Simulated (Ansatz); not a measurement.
Input of an Ansatz 0.2.0 run:

The input input.yaml:

```yaml
crystal:
  lattice:
    - [1.36589, 0.7886, 5.0696]
    - [-1.36589, 0.7886, 5.0696]
    - [0.0, -1.57719, 5.0696]
  atoms:
    - { symbol: W, position: [0.81412, 0.81412, 0.81412] }
    - { symbol: F, position: [0.93712, 0.93712, 0.93712] }
hamiltonian:
  xc: pbe
  pseudopotentials: { kind: paw }
  hubbard: { sites: [{ species: W, l: d, u_eff: 1.0 }] }
kpoints:
  mp_grid: { grid: [11, 11, 11] }
scf:
  occupations: { method: fermi_dirac, width: 0.05 }
  n_extra_bands: 6
output:
  forces: true
  stress: true
  eigenvalues: true
  dos: { projected: true, de: 0.05, nscf_kmesh: { grid: [17, 17, 17] } }
```

Potentials or basis: Ansatz PAW.

Command:

```bash
$ ansatz run input.yaml --threads 2 --pin off --max-ram 5632MiB --backend cpu --events-out ev --progress --plain --runs-dir out
```

(1) Predict the largest force.

(2) Predict the density of states at the Fermi level.

(3) Estimate the pressure.

Results:

(1) 0.012 eV/Å.

(2) 1.44 states/eV per cell.

(3) 0.8 GPa.

Caveat: the pressure holds a Pulay correction of +0.4 GPa for the finite cutoff; an odd number of electrons without spin polarisation forces a metal; a magnetic or distorted state may lie lower; U without spin polarisation on a metal has little footing; the density of states is complete only up to the lowest level of the last band computed.
